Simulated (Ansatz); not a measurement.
I need an all-electron LAPW single point of InSe, space group P6_3/mmc. Use Ansatz 0.2.0, Python API. Level of theory: PBE, LAPW, the default cutoff (355 eV here), 12×12×2 k-points, Fermi-Dirac smearing of 0.05 eV.

```cif
data_structure
_symmetry_space_group_name_H-M 'P 1'
_symmetry_Int_Tables_number 1
_cell_length_a 4.0500
_cell_length_b 4.0500
_cell_length_c 16.9300
_cell_angle_alpha 90.000
_cell_angle_beta 90.000
_cell_angle_gamma 120.000
_cell_volume 240.49
loop_
_atom_site_label
_atom_site_type_symbol
_atom_site_fract_x
_atom_site_fract_y
_atom_site_fract_z
_atom_site_occupancy
In1 In 0.33333 0.66667 0.15700 1
In2 In 0.66667 0.33333 0.65700 1
In3 In 0.33333 0.66667 0.34300 1
In4 In 0.66667 0.33333 0.84300 1
Se1 Se 0.33333 0.66667 0.60200 1
Se2 Se 0.66667 0.33333 0.10200 1
Se3 Se 0.33333 0.66667 0.89800 1
Se4 Se 0.66667 0.33333 0.39800 1
```

The script, `run_lapw.py`:
```python
from collections import Counter
import json
import warnings

import ansatz as az
import numpy as np


def main() -> None:
    warnings.simplefilter("ignore", az.DeckWarning)

    xtal = (
        az.Lattice.from_parameters(4.05, 4.05, 16.93, alpha=90, beta=90, gamma=120)
        .space_group(194)
        .atom("In", [1 / 3, 2 / 3, 0.157])
        .atom("Se", [1 / 3, 2 / 3, 0.602])
    )

    model = (
        xtal.calculation()
        .functional("pbe")
        .kpoints(12, 12, 2)
        .occupations("fermi_dirac", width=0.05)
        .pseudopotentials("all_electron", lapw=True)
        .stress()
        .forces()
    )
    outcome = model.run(events_out="events.ndjson")
    summary = outcome.report
    with open("events.ndjson") as stream:
        kinds = Counter(json.loads(line)["event"] for line in stream)
    print("events:", {kind: kinds[kind] for kind in ("scf_iter", "scf_done", "notice", "finished")})

    n_atoms = len(summary["lattice"]["sites"])
    print("F =", round(summary["free_energy_ev"], 4), "eV for", n_atoms, "atoms")
    print("E(sigma -> 0) =", round(summary["energy_sigma0_ev"], 4), "eV, TS =", round(summary["entropy_ts_ev"], 5), "eV")
    print("closed by", summary["closed_by"], "after", summary["n_iterations"], "iterations")

    keep = ["free_energy_ev", "energy_sigma0_ev", "fermi_energy_ev", "n_iterations", "converged", "magnetization_mub", "n_kpoints"]
    with open("inse.json", "w") as handle:
        json.dump({key: summary[key] for key in keep}, handle, indent=1)

    print("pressure by term (GPa)")
    for term, tensor in summary["stress_terms_gpa"].items():
        if np.any(tensor):
            print(f"  {term:28s} {np.trace(np.array(tensor)) / 3:12.3f}")
    print(f"  {'total':28s} {np.trace(np.array(summary['stress_gpa'])) / 3:12.3f}")

    print("forces (eV/A)")
    for site, force in zip(outcome.lattice.sites, summary["forces_ev_ang"]):
        print(f"  {site.symbol:2s} {force[0]:9.4f} {force[1]:9.4f} {force[2]:9.4f}")

    errors = summary["lapw_basis_errors"]
    print(f"estimated basis error {1000 * errors['total_ev_per_atom']:.3f} meV/atom, target {1000 * errors['basis_error_target_ev_per_atom']:.3f}")
    for sphere in errors["spheres"]:
        print(f"  {sphere['species']:2s} muffin-tin radius {sphere['muffin_tin_radius_ang']:.3f} A, core shells {sphere['core_shells']}")


if __name__ == "__main__":
    main()
```

```console
$ python run_lapw.py
events: {'scf_iter': 10, 'scf_done': 1, 'notice': 3, 'finished': 1}
F = -904688.839 eV for 8 atoms
E(sigma -> 0) = -904688.8376 eV, TS = 0.00275 eV
closed by deck_thresholds after 10 iterations
pressure by term (GPa)
  full_potential                      7.570
  scf_correction                      0.000
  total                               7.570
forces (eV/A)
  In    0.0000    0.0000    2.8835
  In    0.0000   -0.0000   -2.8835
  In   -0.0000    0.0000    2.8835
  In   -0.0000   -0.0000   -2.8835
  Se    0.0000   -0.0000   -2.0065
  Se    0.0000    0.0000    2.0065
  Se   -0.0000   -0.0000   -2.0065
  Se   -0.0000    0.0000    2.0065
estimated basis error 0.127 meV/atom, target 0.250
  Se muffin-tin radius 1.219 A, core shells 3
  In muffin-tin radius 1.298 A, core shells 5
```

It writes `inse.json`:
```json
{
 "free_energy_ev": -904688.8390037052,
 "energy_sigma0_ev": -904688.8376304638,
 "fermi_energy_ev": 9.13960468794324,
 "n_iterations": 10,
 "converged": true,
 "magnetization_mub": 0.0,
 "n_kpoints": 38
}
```

Caveats:
- All-electron totals depend on functional, relativistic treatment and basis; only differences at equal settings carry meaning.
- Pressure is positive in compression.
- At these settings the cell as given stands under about 8 GPa, so it isn't at this functional's equilibrium volume.
- The starting cell is as deposited in a crystallographic database; the results hold for this polymorph, which needn't be the stable one.
- Timing: 11 min on 1 thread of Arm Neoverse V1, with other jobs on the host, peak memory 2.2 GiB.
